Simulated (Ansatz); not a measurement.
# CH₉N₃Zr: a ladder of functionals and wavefunction methods

An exercise on one series of results from a longer session: the logs are not shown, and one member is left open.

Computed with Ansatz 0.2.0, Gaussian basis. Level: functionals in def2-TZVPP, the program's frozen cores in correlated methods.

Levels to be run: LDA (SPW92), PBE-D4, revPBE-D4, BLYP-D4, r2SCAN-D4, B97M-V, PBE0-D4, B3LYP-D4, r2SCANh-D4, r2SCAN0-D4, HSE06-D4, BHLYP-D4, CAM-B3LYP-D4, LC-ωPBE, ωB97X-V, ωB97M-V, B2PLYP, PBE-QIDH; CCSD(T)/def2-SVP; CCSD(T)/def2-TZVPP; MP2/def2-QZVPP; extrapolation to the limit; RPA on PBE.

## The geometry

An earlier PBE0-D4 in a triple-zeta def2 set relaxation fixed the geometry. Zr takes the def2 core potential; no spin-orbit term is included.

SMILES `[CH3][Zr]([NH2])([NH2])[NH2]`, 14 atoms, charge 0, spin multiplicity 1.

Atoms are counted from 1 here; the program's logs count them from 0.

Bond lengths: C1–Zr2 2.248 Å, C1–H6 1.097 Å, C1–H7 1.097 Å, C1–H8 1.097 Å, Zr2–N3 2.039 Å, Zr2–N4 2.039 Å, Zr2–N5 2.039 Å, N3–H9 1.012 Å, N3–H10 1.010 Å, N4–H11 1.012 Å, N4–H12 1.010 Å, N5–H13 1.012 Å, N5–H14 1.010 Å. Angles: Zr2–C1–H6 111.7°, Zr2–C1–H7 111.7°, Zr2–C1–H8 111.7°, H6–C1–H7 107.2°, H6–C1–H8 107.2°, H7–C1–H8 107.2°, C1–Zr2–N3 108.0°, C1–Zr2–N4 108.0°, C1–Zr2–N5 108.0°, N3–Zr2–N4 110.9°, N3–Zr2–N5 110.9°, N4–Zr2–N5 110.9°, Zr2–N3–H9 123.4°, Zr2–N3–H10 128.1°, H9–N3–H10 108.4°, Zr2–N4–H11 123.4°, Zr2–N4–H12 128.0°, H11–N4–H12 108.4° and more.

As a file:

```
C    -0.75663   -0.05420    1.83739
Zr    0.09919    0.00707   -0.24095
N    -0.71695    1.60323   -1.21297
N    -0.38676   -1.73893   -1.17582
N     2.12248    0.20866   -0.08510
H    -0.23073   -0.77858    2.47143
H    -1.81608   -0.33852    1.83145
H    -0.68621    0.92146    2.33382
H    -0.72475    2.54231   -0.83475
H    -1.21914    1.60822   -2.08959
H    -1.33012   -2.10354   -1.22169
H     0.23483   -2.40686   -1.60962
H     2.70067   -0.39307    0.48813
H     2.71022    0.92274   -0.49173
```

Set-up of the first run:

in.yaml

```yaml
crystal:
  periodic: [false, false, false]
  atoms:
    - {symbol: C, position_ang: [-0.756627, -0.054197, 1.837391]}
    - {symbol: Zr, position_ang: [0.099189, 0.007068, -0.240954]}
    - {symbol: N, position_ang: [-0.716952, 1.603233, -1.212971]}
    - {symbol: N, position_ang: [-0.386762, -1.738935, -1.175820]}
    - {symbol: N, position_ang: [2.122479, 0.208662, -0.085102]}
    - {symbol: H, position_ang: [-0.230730, -0.778576, 2.471431]}
    - {symbol: H, position_ang: [-1.816076, -0.338518, 1.831449]}
    - {symbol: H, position_ang: [-0.686209, 0.921458, 2.333824]}
    - {symbol: H, position_ang: [-0.724751, 2.542313, -0.834748]}
    - {symbol: H, position_ang: [-1.219144, 1.608221, -2.089591]}
    - {symbol: H, position_ang: [-1.330122, -2.103545, -1.221686]}
    - {symbol: H, position_ang: [0.234828, -2.406863, -1.609622]}
    - {symbol: H, position_ang: [2.700667, -0.393069, 0.488128]}
    - {symbol: H, position_ang: [2.710220, 0.922736, -0.491730]}
basis:
  gaussian: {orbitals: def2-TZVPP}
hamiltonian: {xc: lda}
output: {orbitals: {seedname: orbitals}}
```

The run is started by

```console
$ ansatz run in.yaml --threads 4 --pin off --events-out ev --progress --plain --max-ram 11315MiB
```

Among the steps run: LDA; PBE-D4 (GGA); revPBE-D4 (GGA); BLYP-D4 (GGA); r2SCAN-D4 (meta-GGA); B97M-V (meta-GGA); PBE0-D4 (hybrid); B3LYP-D4 (hybrid); r2SCANh-D4 (hybrid); r2SCAN0-D4 (hybrid); HSE06-D4 (hybrid); BHLYP-D4 (hybrid); CAM-B3LYP-D4 (range-separated); LC-ωPBE (range-separated); ωB97X-V (range-separated); ωB97M-V (range-separated); B2PLYP (double hybrid); PBE-QIDH (double hybrid).

One of the session's tables, all rows but one given; the rest of the session is left out.

It belongs to the step «Orbital energies across the functionals». 

```
  functional  HOMO (eV)  gap (eV)
 LDA (SPW92)      -5.54      4.35
      PBE-D4      -5.38      4.42
   revPBE-D4      -5.32      4.45
     BLYP-D4      -5.26      4.40
   r2SCAN-D4      -5.65      4.94
      B97M-V      -5.74      5.02
     PBE0-D4      -6.71      6.63
    B3LYP-D4      -6.48      6.12
  r2SCANh-D4      -6.14      5.77
  r2SCAN0-D4      -6.90      7.03
    HSE06-D4          ?         ?
    BHLYP-D4      -7.95      8.33
CAM-B3LYP-D4      -8.13      8.66
     LC-ωPBE      -9.55     11.13
     ωB97X-V      -9.17     10.58
     ωB97M-V      -9.07      9.96
```

**Question.** Estimate the row for HSE06-D4.

The run gave: HOMO (eV): -6.30; gap (eV): 5.89. In the column «HOMO (eV)» it lies between B3LYP-D4 (-6.48) and r2SCANh-D4 (-6.14).
